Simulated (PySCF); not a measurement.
# O4Re ([ReO4]-): the cost of one run

Programs: PySCF 2.14.0, with routines of our own; each step states its level. All values are computed. Atoms count from 0.

## 1. The starting structure

5 atoms, charge -1, multiplicity 1; geometry from: GFN2-xTB.

## 2. NMR shieldings: KT2/pcJ-1 Re:dyall-v2z, spin–orbit

What the job is given:

```
{"job": {"xc": "KT2", "basis": {"default": "pcJ-1", "Re": "dyall-v2z"}, "rel": "so", "kind": "hnmr"}, "charge": -1, "multiplicity": 1}
Re    -0.000030     0.000050    -0.000020
O      0.010230    -0.017420     1.692720
O      1.592590     0.010060    -0.573880
O     -0.805150     1.385830    -0.545120
O     -0.797650    -1.378510    -0.573690
```

Level: KT2/pcJ-1 Re:dyall-v2z GIAO NMR shielding, X2C with spin-orbit coupling, screened-nuclear two-electron part, Gaussian nuclei, gas phase.

Run with:

```sh
$ OMP_NUM_THREADS=1 python heavy_run.py task.json out
```

This one command runs all jobs of the session in turn.

Q: Estimate the wall time and peak memory of this first job on 1 thread of Arm Neoverse V1, shared host.

About 75 s, with a peak of 1.2 GiB.
